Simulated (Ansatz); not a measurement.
# HoGeF4: a trial structure relaxed

The task: take a trial cell of HoGeF4 to zero force and stress.

Program: Ansatz 0.2.0. Level of theory: DFT PBE, scalar-relativistic, plane waves, PAW; 4f electrons in the core of a trivalent norm-conserving potential. These are calculated values, not measurements.

## 1. Starting point

Symmetry: F-43m, No. 216, cubic system. The conventional cell has a = 7.333 Å, b = 7.333 Å, c = 7.333 Å, α = 90.00°, β = 90.00°, γ = 90.00°. Ho (site symmetry -43m) is surrounded by 12 F at 3.04 Å and 4 Ge at 3.18 Å. Ge (site symmetry -43m) is surrounded by 12 F at 3.04 Å and 4 Ho at 3.18 Å. F (site symmetry 3m) has 6 F at 2.59 Å and 3 Ge at 3.04 Å and 3 Ho at 3.04 Å in its first shell of neighbours.

Structure file:

```
Ho Ge F
1.0
     0.00000    3.66674    3.66674
     3.66674    0.00000    3.66674
     3.66674    3.66674    0.00000
Ho Ge F
1 1 4
Direct
  0.00000 0.00000 0.00000
  0.25000 0.25000 0.25000
  0.12500 0.62500 0.62500
  0.62500 0.62500 0.62500
  0.62500 0.12500 0.62500
  0.62500 0.62500 0.12500
```

A structure generator made this guess: species swapped into a database cell of ZrZnNi4 (F-43m, No. 216), with Ho on the Zr sites, Ge on the Zn sites and F on the Ni sites. Its size is a rough estimate.

## 2. A first look at the guess

Contents of input.yaml:

```yaml
crystal:
  lattice:
    - [0.0, 3.66673691, 3.66673691]
    - [3.66673691, 0.0, 3.66673691]
    - [3.66673691, 3.66673691, 0.0]
  atoms:
    - { symbol: Ho, position: [0.0, 0.0, 0.0] }
    - { symbol: Ge, position: [0.25, 0.25, 0.25] }
    - { symbol: F, position: [0.125, 0.625, 0.625] }
    - { symbol: F, position: [0.625, 0.625, 0.625] }
    - { symbol: F, position: [0.625, 0.125, 0.625] }
    - { symbol: F, position: [0.625, 0.625, 0.125] }
basis:
  ecutwfc: 690
kpoints:
  mp_grid: { grid: [4, 4, 4] }
hamiltonian:
  xc: pbe
  pseudopotentials:
    kind: paw
    azcp: { Ho: "pseudopotentials/pbe/nc/lanthanide_3plus/Ho.nc.azcp" }
scf:
  occupations: { method: gaussian, width: 0.1 }
  lower_state_search: "off"
output:
  forces: true
  stress: true
  eigenvalues: true
```

Launch:

```sh
ansatz run input.yaml --threads 1 --pin off --max-ram 2560MiB --backend cpu --events-out ev --progress --plain --runs-dir out
```

The session goes on with these runs: a loose first relaxation; full relaxation.

**Question.** What will these runs give? Wanted: conventional cell; volume; energy over the elements; gap on the mesh.

**Answer**, as computed:

```
                                                              quantity                                                                      value
                                symmetry at the end (tolerance 0.05 Å)                                                space group F-43m (No. 216)
                                                     conventional cell  a = 6.739 Å, b = 6.739 Å, c = 6.739 Å, α = 90.00°, β = 90.00°, γ = 90.00°
                                                                volume                                                              12.75 Å³/atom
energy over the elements (uncorrected; H, N, O, F and Cl as molecules)                                                              -1.45 eV/atom
                                                       gap on the mesh                                                               none (metal)
```

**Reading.** The space group F-43m (No. 216) is kept, and the volume per atom shrinks by 22.4 % from the first guess. It lies below the elements, which doesn't yet make it stable: competing phases were not computed in this session. No finished test with a distortion of lower symmetry is shown, so the end may be a saddle point. The runs treat Ho without spin-orbit coupling. The final runs have no spin polarisation, so a magnetic state may lie lower. The lanthanide's 4f electrons sit in the core of its potential, so it is trivalent by construction and shows no f bands or moments.

No U or exact exchange acts on the 4f shell of Ho, so a metallic reading can be the functional's.
